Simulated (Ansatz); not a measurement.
# H5NO3Si: basis-set convergence

An exercise on one series of results from a longer session: the logs are not shown, and one member is left open.

Program: Ansatz 0.2.0, Gaussian basis. Level of theory: one geometry, several basis sets. These are calculated values, not measurements.

Levels to be run: PBE0-D4/def2-SVP; ωB97M-V/def2-SVP; PBE0-D4/def2-QZVPP; ωB97M-V/def2-QZVPP; the functionals' def2-TZVPP values are taken from earlier runs.

## Structure used throughout

All runs share one geometry, relaxed beforehand with PBE0-D4 in a triple-zeta def2 set.

SMILES `N[Si](O)(O)O`, 10 atoms, charge 0, spin multiplicity 1.

Atoms are counted from 1 here; the program's logs count them from 0.

Bond lengths: N1–Si2 1.697 Å, N1–H6 1.006 Å, N1–H7 1.006 Å, Si2–O3 1.640 Å, Si2–O4 1.634 Å, Si2–O5 1.642 Å, O3–H8 0.958 Å, O4–H9 0.958 Å, O5–H10 0.958 Å. Angles: Si2–N1–H6 119.6°, Si2–N1–H7 121.3°, H6–N1–H7 111.9°, N1–Si2–O3 118.5°, N1–Si2–O4 103.5°, N1–Si2–O5 108.9°, O3–Si2–O4 107.2°, O3–Si2–O5 103.3°, O4–Si2–O5 116.0°, Si2–O3–H8 115.6°, Si2–O4–H9 115.3°, Si2–O5–H10 115.8°.

The first run:

in.yaml reads:

```yaml
crystal:
  periodic: [false, false, false]
  atoms:
    - {symbol: N, position_ang: [1.056241, -1.087026, 0.091188]}
    - {symbol: Si, position_ang: [-0.160132, 0.094495, 0.023328]}
    - {symbol: O, position_ang: [-0.099921, 1.343267, 1.085388]}
    - {symbol: O, position_ang: [-1.526140, -0.744125, 0.341410]}
    - {symbol: O, position_ang: [-0.097441, 0.839222, -1.438325]}
    - {symbol: H, position_ang: [0.975717, -1.846491, 0.746417]}
    - {symbol: H, position_ang: [2.016609, -0.859756, -0.102561]}
    - {symbol: H, position_ang: [0.175745, 2.184976, 0.720394]}
    - {symbol: H, position_ang: [-2.237229, -0.235964, 0.733755]}
    - {symbol: H, position_ang: [-0.020551, 0.260303, -2.197993]}
basis:
  gaussian: {orbitals: def2-SVP}
hamiltonian: {xc: pbe0, dispersion: d4}
output: {orbitals: {seedname: orbitals}}
```

Steps of the session up to this table: PBE0-D4 in def2-SVP; ωB97M-V in def2-SVP; PBE0-D4 in def2-QZVPP; ωB97M-V in def2-QZVPP.

One table of the session follows, with a row left open; its other results are not shown here.

It belongs to the step «Functionals by basis». 

```
functional       basis  HOMO (eV)  LUMO (eV)
   PBE0-D4    def2-SVP      -7.26       1.32
   PBE0-D4  def2-TZVPP          ?          ?
   PBE0-D4  def2-QZVPP      -7.67       0.17
   ωB97M-V    def2-SVP      -9.68       2.94
   ωB97M-V  def2-TZVPP     -10.02       2.01
   ωB97M-V  def2-QZVPP     -10.09       1.39
```

Q: Estimate the row for PBE0-D4, def2-TZVPP from the others.

As computed: HOMO (eV): -7.59; LUMO (eV): 0.59. In the column «HOMO (eV)» it lies between PBE0-D4, def2-QZVPP (-7.67) and PBE0-D4, def2-SVP (-7.26).
